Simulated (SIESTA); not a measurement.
Runs of SIESTA 5.4.2 on NaLaMnMoO6. Symmetry: P2_1, No. 4, monoclinic system. The conventional cell has a = 5.557 Å, b = 5.598 Å, c = 8.025 Å, α = 90.00°, β = 90.44°, γ = 90.00°. Na (site symmetry 1) is surrounded by 4 O at 2.36 to 2.63 Å. La (site symmetry 1) has 8 O at 2.40 to 2.69 Å as nearest neighbours. Mn (site symmetry 1) is surrounded by 6 O at 2.07 to 2.20 Å. Mo (site symmetry 1) has 5 O at 1.83 to 2.03 Å as nearest neighbours. Around O (site symmetry 1) lie 1 Mo at 1.83 Å and 1 Mn at 2.08 Å. O (site symmetry 1) has 1 Mo at 1.87 Å as nearest neighbours. O (site symmetry 1) has 1 Mo at 1.91 Å and 1 Mn at 2.08 Å as nearest neighbours. O (site symmetry 1) is surrounded by 1 Mo at 2.03 Å and 1 Mn at 2.07 Å. The cell was built by a generator and needn't be a form met in nature.

```csv
task,level,U,hubbard projector method,U from the first cycle,broadening (eV),window from (eV),window to (eV),gap on the mesh (eV),pressure (GPa),moment (μB),largest force (eV/Å)
density of states,PBE+U,"Mn d U = 2 eV, Mo d U = 2 eV",1,yes,0.1 eV,-25 eV,5 eV,0.66,(b),10.00,0.40
single point,PBE,-,-,-,-,-,-,(a),5.2,9.97,0.75
density of states,PBE+U,"Mn d U = 4 eV, Mo d U = 4 eV",1,yes,0.1 eV,-25 eV,5 eV,1.03,6.8,10.00,0.50
density of states,PBE+U,"Mn d U = 6 eV, Mo d U = 6 eV",1,yes,0.1 eV,-25 eV,5 eV,(c),7.5,10.00,0.67
```

Alike in all rows: potentials or basis PseudoDojo 0.4 standard (PBE files), DZP (energy shift 0.003 Ry; two zetas on semicore shells); spin collinear, ferromagnetic start; cell as given; k mesh 5 × 5 × 4; smearing fermi-dirac 0.05 eV; grid cutoff 800 Ry; energy shift 0.003 Ry.

**Question.** Estimate the missing entries.

**Answer.** (a) 0.10; (b) 6.0; (c) 1.29.

Caveats: short orbitals over semicore shells can move pressures by several GPa; spin-orbit coupling is left out, which moves the levels of the heavy elements; an odd mesh through Γ misses points on the zone boundary, where band edges often lie; the basis of atomic orbitals isn't converged, which shifts pressures, moduli and gaps; only a ferromagnetic start was run, and an antiferromagnetic order may lie lower in energy.

A k mesh can miss the band edges, and the runs leave out spin-orbit coupling on La, Mo.

Not every run made on this cell is shown here.
